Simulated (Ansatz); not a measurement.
# GeH7NSi: up Jacob's ladder to CCSD(T)

One table from this session's results is given with a row withheld; the runs are named, their logs left out.

The runs use Ansatz 0.2.0, Gaussian basis; functionals in def2-TZVPP, the program's frozen cores in correlated methods.

Levels to be run: LDA (SPW92), PBE-D4, revPBE-D4, BLYP-D4, r2SCAN-D4, B97M-V, PBE0-D4, B3LYP-D4, r2SCANh-D4, r2SCAN0-D4, HSE06-D4, BHLYP-D4, CAM-B3LYP-D4, LC-ωPBE, ωB97X-V, ωB97M-V, B2PLYP, PBE-QIDH; CCSD(T)/def2-SVP; CCSD(T)/def2-TZVPP; MP2/def2-QZVPP; extrapolation to the limit; RPA on PBE.

**The geometry**

The geometry comes from an earlier relaxation with PBE0-D4 in a triple-zeta def2 set; it is a stationary point, not always the lowest conformer.

SMILES `N[SiH2][GeH3]`, 10 atoms, charge 0, spin multiplicity 1.

Atoms are counted from 1 here; the program's logs count them from 0.

Bond lengths: N1–Si2 1.723 Å, N1–H4 1.007 Å, N1–H5 1.008 Å, Si2–Ge3 2.379 Å, Si2–H6 1.487 Å, Si2–H7 1.496 Å, Ge3–H8 1.542 Å, Ge3–H9 1.538 Å, Ge3–H10 1.539 Å. Angles: Si2–N1–H4 119.8°, Si2–N1–H5 119.6°, H4–N1–H5 110.8°, N1–Si2–Ge3 108.4°, N1–Si2–H6 107.4°, N1–Si2–H7 115.7°, Ge3–Si2–H6 110.7°, Ge3–Si2–H7 107.9°, H6–Si2–H7 106.7°, Si2–Ge3–H8 110.4°, Si2–Ge3–H9 111.7°, Si2–Ge3–H10 111.0°, H8–Ge3–H9 107.7°, H8–Ge3–H10 107.6°, H9–Ge3–H10 108.4°.

The first run:

in.yaml

```yaml
crystal:
  periodic: [false, false, false]
  atoms:
    - {symbol: N, position_ang: [-1.527365, 0.524901, -0.780940]}
    - {symbol: Si, position_ang: [0.132513, 0.793358, -0.405774]}
    - {symbol: Ge, position_ang: [0.892585, -0.998424, 0.961775]}
    - {symbol: H, position_ang: [-1.819000, -0.364501, -1.153108]}
    - {symbol: H, position_ang: [-2.077401, 1.273325, -1.171901]}
    - {symbol: H, position_ang: [0.220210, 2.085428, 0.325748]}
    - {symbol: H, position_ang: [1.053761, 0.900133, -1.579815]}
    - {symbol: H, position_ang: [0.601844, -2.351616, 0.282978]}
    - {symbol: H, position_ang: [0.194158, -1.002799, 2.332003]}
    - {symbol: H, position_ang: [2.411795, -0.910906, 1.191933]}
basis:
  gaussian: {orbitals: def2-TZVPP}
hamiltonian: {xc: lda}
output: {orbitals: {seedname: orbitals}}
```

The run is started by

```console
> ansatz run in.yaml --threads 2 --pin off --events-out ev --progress --plain --max-ram 4352MiB
```

Among the steps run: LDA; PBE-D4 (GGA); revPBE-D4 (GGA); BLYP-D4 (GGA); r2SCAN-D4 (meta-GGA); B97M-V (meta-GGA); PBE0-D4 (hybrid); B3LYP-D4 (hybrid); r2SCANh-D4 (hybrid); r2SCAN0-D4 (hybrid); HSE06-D4 (hybrid); BHLYP-D4 (hybrid); CAM-B3LYP-D4 (range-separated); LC-ωPBE (range-separated); ωB97X-V (range-separated); ωB97M-V (range-separated); B2PLYP (double hybrid); PBE-QIDH (double hybrid).

One of the session's tables, all rows but one given; the rest of the session is left out.

It belongs to the step «Orbital energies across the functionals». 

```
  functional  HOMO (eV)  gap (eV)
 LDA (SPW92)      -6.11      5.10
      PBE-D4      -6.01      5.17
   revPBE-D4      -5.96      5.22
     BLYP-D4      -5.90      5.17
   r2SCAN-D4      -6.31      5.84
      B97M-V          ?         ?
     PBE0-D4      -7.34      7.32
    B3LYP-D4      -7.13      6.88
  r2SCANh-D4      -6.81      6.61
  r2SCAN0-D4      -7.54      7.74
    HSE06-D4      -6.94      6.54
    BHLYP-D4      -8.55      9.31
CAM-B3LYP-D4      -8.71      9.63
     LC-ωPBE     -10.04     12.14
     ωB97X-V      -9.71     11.63
     ωB97M-V      -9.56     11.15
```

Estimate the missing values for B97M-V.

As computed: HOMO (eV): -6.45; gap (eV): 5.71. In the column «HOMO (eV)» it lies between r2SCANh-D4 (-6.81) and r2SCAN-D4 (-6.31).
